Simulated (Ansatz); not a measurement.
**CH₄GeO₂S: one species, many methods**

How much do the methods differ for CH₄GeO₂S? The plan is to run it at one geometry with functionals of several rungs and with coupled cluster, and see how far each lands from CCSD(T) at the basis-set limit for the atomisation energy.

The runs use Ansatz 0.2.0, Gaussian basis; functionals in def2-TZVPP, the program's frozen cores in correlated methods.

The runs, in order: LDA (SPW92), PBE-D4, revPBE-D4, BLYP-D4, r2SCAN-D4, B97M-V, PBE0-D4, B3LYP-D4, r2SCANh-D4, r2SCAN0-D4, HSE06-D4, BHLYP-D4, CAM-B3LYP-D4, LC-ωPBE, ωB97X-V, ωB97M-V, B2PLYP, PBE-QIDH; CCSD(T)/def2-SVP; CCSD(T)/def2-TZVPP; MP2/def2-QZVPP; extrapolation to the limit; RPA on PBE.

## Step 1: The relaxed structure

An earlier PBE0-D4 in a triple-zeta def2 set relaxation fixed the geometry.

9 atoms, charge 0, spin multiplicity 1.

Atoms are counted from 1 here; the program's logs count them from 0.

Bond lengths: O1–Ge2 1.760 Å, O1–H6 0.961 Å, Ge2–S3 2.197 Å, Ge2–C4 1.885 Å, Ge2–O5 1.801 Å, S3–H7 1.343 Å, C4–O5 1.457 Å, C4–H8 1.090 Å, C4–H9 1.090 Å. Angles: Ge2–O1–H6 111.8°, O1–Ge2–S3 109.0°, O1–Ge2–C4 122.4°, O1–Ge2–O5 110.5°, S3–Ge2–C4 128.5°, S3–Ge2–O5 119.0°, C4–Ge2–O5 46.5°, Ge2–S3–H7 92.9°, Ge2–C4–O5 63.7°, Ge2–C4–H8 121.0°, Ge2–C4–H9 119.6°, O5–C4–H8 114.7°, O5–C4–H9 114.5°, H8–C4–H9 113.4°, Ge2–O5–C4 69.8°.

## Step 2: LDA

This LDA is Slater exchange with PW92 correlation.

in.yaml

```yaml
crystal:
  periodic: [false, false, false]
  atoms:
    - {symbol: O, position_ang: [-0.945524, 1.044228, 1.553201]}
    - {symbol: Ge, position_ang: [-0.010540, 0.097502, 0.401397]}
    - {symbol: S, position_ang: [1.911441, -0.445158, 1.316826]}
    - {symbol: C, position_ang: [-0.614899, -0.248179, -1.349872]}
    - {symbol: O, position_ang: [-1.028393, -1.198259, -0.325627]}
    - {symbol: H, position_ang: [-0.380081, 1.562018, 2.132890]}
    - {symbol: H, position_ang: [2.527025, -0.550025, 0.127370]}
    - {symbol: H, position_ang: [0.056264, -0.655612, -2.105971]}
    - {symbol: H, position_ang: [-1.426694, 0.347284, -1.767313]}
basis:
  gaussian: {orbitals: def2-TZVPP}
hamiltonian: {xc: lda}
output: {orbitals: {seedname: orbitals}}
```

The run is started by

```sh
> ansatz run in.yaml --threads 4 --pin off --events-out ev --progress --plain --max-ram 10444MiB
```

After this run come: PBE-D4 (GGA); revPBE-D4 (GGA); BLYP-D4 (GGA); r2SCAN-D4 (meta-GGA); B97M-V (meta-GGA); PBE0-D4 (hybrid); B3LYP-D4 (hybrid); r2SCANh-D4 (hybrid); r2SCAN0-D4 (hybrid); HSE06-D4 (hybrid); BHLYP-D4 (hybrid); CAM-B3LYP-D4 (range-separated); LC-ωPBE (range-separated); ωB97X-V (range-separated); ωB97M-V (range-separated); B2PLYP (double hybrid); PBE-QIDH (double hybrid); CCSD(T) in def2-SVP; CCSD(T) in def2-TZVPP; MP2 in def2-QZVPP; RPA on PBE orbitals.

**Question.** What will the summary of the whole plan be? Wanted: atomisation energy, CCSD(T)/CBS; farthest beyond LDA; mean size of error, GGA; mean size of error, meta-GGA; mean size of error, hybrid; mean size of error, range-separated; mean size of error, double hybrid; gap, smallest and largest; T1 diagnostic.

As calculated:

```
                               quantity                                                                       value
        atomisation energy, CCSD(T)/CBS                                                               3143.2 kJ/mol
 functionals within 31.4 kJ/mol (1.0 %)  revPBE-D4, BLYP-D4, r2SCAN-D4, B97M-V, PBE0-D4, HSE06-D4, ωB97X-V, ωB97M-V
                    farthest beyond LDA                                                    BHLYP-D4 (-197.5 kJ/mol)
                mean size of error, GGA                                                                 42.9 kJ/mol
           mean size of error, meta-GGA                                                                  4.7 kJ/mol
             mean size of error, hybrid                                                                 70.7 kJ/mol
    mean size of error, range-separated                                                                 25.5 kJ/mol
      mean size of error, double hybrid                                                                 58.2 kJ/mol
              gap, smallest and largest                                   3.73 eV (LDA (SPW92)), 10.83 eV (LC-ωPBE)
                          T1 diagnostic                                                                      0.0134
triples share of the correlation energy                                                                       4.2 %
```

In words: LDA overbinds by 563.2 kJ/mol (18 %). PBE-D4 is off by +77.3 kJ/mol. Double hybrids carry the basis error of their MP2 part in triple zeta, and no dispersion term here, so their miss is partly the set-up's. The rungs meta-GGA, range-separated miss on average by less than the doubt on the reference (31.4 kJ/mol), so they tie. The reference freezes the cores and leaves out relativity and excitations past (T), and its outer-core shells are covered unevenly, so misses under about 31.4 kJ/mol can't be ranked. Hartree-Fock recovers 64 % of the binding; the rest is correlation. CCSD(T) in def2-SVP is off by -276.0 kJ/mol, more than most functionals: a good method in a small basis is no reference. The gap grows from 3.7 to 10.8 eV across the functionals, mostly with the share of exact exchange. Correlated methods include outer-core shells of Ge, which these sets cover unevenly.
